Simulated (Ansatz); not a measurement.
Here is an Ansatz 0.2.0 calculation.

The input input.yaml:

```yaml
crystal:
  lattice:
    - [1.95495, -14.82973, 0.0]
    - [1.95495, 14.82973, 0.0]
    - [0.0, 0.0, 3.8859]
  atoms:
    - { symbol: Ta, position: [0.20437, 0.79563, 0.0] }
    - { symbol: Ta, position: [0.92451, 0.07549, 0.0] }
    - { symbol: Ta, position: [0.07549, 0.92451, 0.0] }
    - { symbol: Ta, position: [0.79563, 0.20437, 0.0] }
    - { symbol: Ni, position: [0.5, 0.5, 0.0], spin: 1.0 }
    - { symbol: O, position: [0.13987, 0.86013, 0.0] }
    - { symbol: O, position: [0.72107, 0.27893, 0.0] }
    - { symbol: O, position: [0.43645, 0.56355, 0.0] }
    - { symbol: O, position: [0.56355, 0.43645, 0.0] }
    - { symbol: O, position: [0.0, 0.0, 0.0] }
    - { symbol: O, position: [0.86013, 0.13987, 0.0] }
    - { symbol: O, position: [0.27893, 0.72107, 0.0] }
    - { symbol: O, position: [0.9279, 0.0721, 0.5] }
    - { symbol: O, position: [0.0721, 0.9279, 0.5] }
    - { symbol: O, position: [0.79436, 0.20564, 0.5] }
    - { symbol: O, position: [0.20564, 0.79436, 0.5] }
kpoints:
  mp_grid: { grid: [7, 7, 7] }
  band_path:
    path:
      - [0.0, 0.0, 0.0]
      - [0.2543445503, 0.2543445503, 0.0]
      - [0.0, 0.5, 0.0]
      - [0.0, 0.5, 0.5]
      - [0.2543445503, 0.2543445503, 0.5]
      - [0.0, 0.0, 0.5]
      - [0.0, 0.0, 0.0]
      - [-0.5, 0.5, 0.0]
    npoints: 12
scf:
  occupations: { method: fermi_dirac, width: 0.05 }
hamiltonian:
  xc: pbe
  pseudopotentials: { kind: all_electron, lapw: { basis_error: 0.003 } }
magnetization:
  spin_polarized: true
output:
  forces: true
  stress: true
  eigenvalues: true
  fatbands: false
  dos: { projected: true, de: 0.1, e_range: [-20, 6] }
  populations: true
```

Potentials or basis: all-electron LAPW, scalar-relativistic.

Launch:

```sh
$ ansatz run input.yaml --threads 8 --pin off --max-ram 24576MiB --backend cpu --events-out ev --progress --plain --runs-dir out
```

(1) Predict the Loewdin charges.

(2) Estimate the site moments.

## Answers

(1) Ta +1.74, +1.70; Ni +1.02; O -0.59, -0.68, -0.69, -0.80, -0.65, -0.64 e.

(2) Ta -0.00; Ni +0.72; O -0.00, +0.01, +0.09, +0.00 μB.

Caveat: spin-orbit coupling is left out, which moves the levels of the heavy elements; a cell with one magnetic atom can't hold antiferromagnetic order, which such compounds often take; semilocal functionals often make such compounds metallic where correlation or magnetic order opens a gap, which also shifts bond lengths.
